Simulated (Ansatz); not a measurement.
**CHFSiTe: a dynamics run in two tries**

The task is a short trajectory. SMILES of the start: FC#[Si][TeH].

Program: Ansatz 0.2.0. Level of theory: RKS B3LYP/def2-SVP. These are calculated values, not measurements.

### Step 1. The structure to begin with

Bond lengths: F1–C2 1.277 Å, C2–Si3 1.697 Å, Si3–Te4 2.561 Å, Te4–H5 1.675 Å. Angles: F1–C2–Si3 162.2°, C2–Si3–Te4 98.9°, Si3–Te4–H5 89.5°.

Structure file:

```xyz
5

F     1.2790   -1.8873    1.6009
C     0.8843   -0.9673    0.8078
Si    0.8772    0.3115   -0.3078
Te   -1.6534    0.6467   -0.5092
H    -1.3872    1.8964   -1.5918
```

### Step 2. First try

input.yaml reads:

```yaml
crystal:
  periodic: [false, false, false]
  atoms:
    - { symbol: F, position_ang: [1.279, -1.887311, 1.600949] }
    - { symbol: C, position_ang: [0.884349, -0.967258, 0.807829] }
    - { symbol: Si, position_ang: [0.87725, 0.311535, -0.307778] }
    - { symbol: Te, position_ang: [-1.653427, 0.646659, -0.509204] }
    - { symbol: H, position_ang: [-1.387171, 1.896375, -1.591805] }
basis:
  gaussian: { orbitals: def2-SVP }
hamiltonian:
  xc: b3lyp
md:
  timestep: 0.5
  n_steps: 25
  ensemble: nvt
  temperature: 300.0
  initial_velocities: maxwell_boltzmann
  seed: 376557
  friction: 0.005
scf:
  lower_state_search: "off"
```

Launch:

```
$ ansatz run input.yaml --threads 1 --pin off --max-ram 2048MiB --backend cpu --events-out ev --progress --plain --runs-dir out
```

Q: Predict the outcome of this session. Wanted: first try.

**Answer**, as computed:

| quantity | value |
| --- | --- |
| first try | refused |
| cause | the word typed for the ensemble or optimiser is not among those the program lists |

In words: The fault in the first input was caught at the input check and cost nothing.
